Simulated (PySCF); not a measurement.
# C5H9ClOSi: the cost of one run

Computed with PySCF 2.14.0 and routines of our own; the level stands in each step. Atoms count from 0.

### Step 1. The system as given

17 atoms, charge 0, multiplicity 1; geometry from: GFN2-xTB.

### Step 2. Circular dichroism and optical rotation: TDDFT CAM-B3LYP/def2-SVPD

Job settings and geometry (Å):

```
{"job": {"kind": "ecd", "xc": "CAM-B3LYP", "basis": "def2-SVPD", "nstates": 8}, "charge": 0, "multiplicity": 1}
Cl    -2.853746     1.186917    -0.222032
C     -1.279584     0.396558    -0.499235
C     -1.210121    -0.982464     0.166071
C      0.054543    -0.844981     1.024411
O      0.022119     0.524139     1.432136
C     -0.138033     1.170069     0.192450
C      1.165238     0.975118    -0.601426
Si     1.622580    -0.802796    -0.080177
H     -1.152704     0.361317    -1.580924
H     -1.145473    -1.792154    -0.558506
H     -2.086264    -1.142061     0.795584
H      0.047234    -1.465340     1.916765
H     -0.378476     2.219347     0.371216
H      1.015389     1.138278    -1.665972
H      1.899422     1.702836    -0.258747
H      2.829968    -0.863204     0.735949
H      1.580911    -1.769547    -1.177475
```

Level: TDDFT CAM-B3LYP/def2-SVPD circular dichroism and optical rotation, one conformer, gas phase.

Launch:

```console
$ OMP_NUM_THREADS=1 python excited_run.py task.json out
```

One launch serves the whole session: the jobs run in the order shown.

Q: Estimate the wall time and peak memory of this job on 1 thread of Arm Neoverse V2, shared host.

About 2.2 min, with a peak of 1.1 GiB.
